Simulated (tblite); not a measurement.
# BH5O5Si3: the cost of one run

Computed with tblite 0.8.0 and PySCF 2.14.0; each step states its level. No surroundings beyond the atoms listed, unless a continuum is named. Atoms count from 0, parts from 1.

## 1. The system as given

14 atoms, charge 0, multiplicity 1; geometry: distance geometry start.

## 2. Geometry optimisation with GFN2-xTB

What the job is given:

```
{"job": {"kind": "relax", "xc": "GFN2-xTB", "basis": "xTB"}, "charge": 0, "multiplicity": 1}
O     -0.864860    -1.200352    -0.149181
Si    -0.053185    -1.879115    -1.581505
O      1.637753    -1.322190    -1.655355
Si     2.257546    -0.208605    -0.412552
O      1.235450    -0.454217     1.021122
B     -0.233400    -0.198364     0.822709
O     -0.552200     1.226929     0.473328
Si     0.472047     2.282313    -0.516068
O      1.981918     1.455325    -0.947932
H     -0.758320    -1.447703    -2.749171
H     -0.067418    -3.285308    -1.490508
H      3.604572    -0.446590    -0.116073
H      0.775582     3.466264     0.233890
H     -0.227718     2.644849    -1.689110
```

With the program's defaults for keys left out, this is: GFN2-xTB geometry optimisation, gas phase.

Started as:

```bash
$ OMP_NUM_THREADS=1 python cluster_run.py task.json out
```

This one command runs all jobs of the session in turn.

**Question.** How long does this first job take on 1 thread of Intel Xeon 6975P-C, shared host?

About 1.9 s.
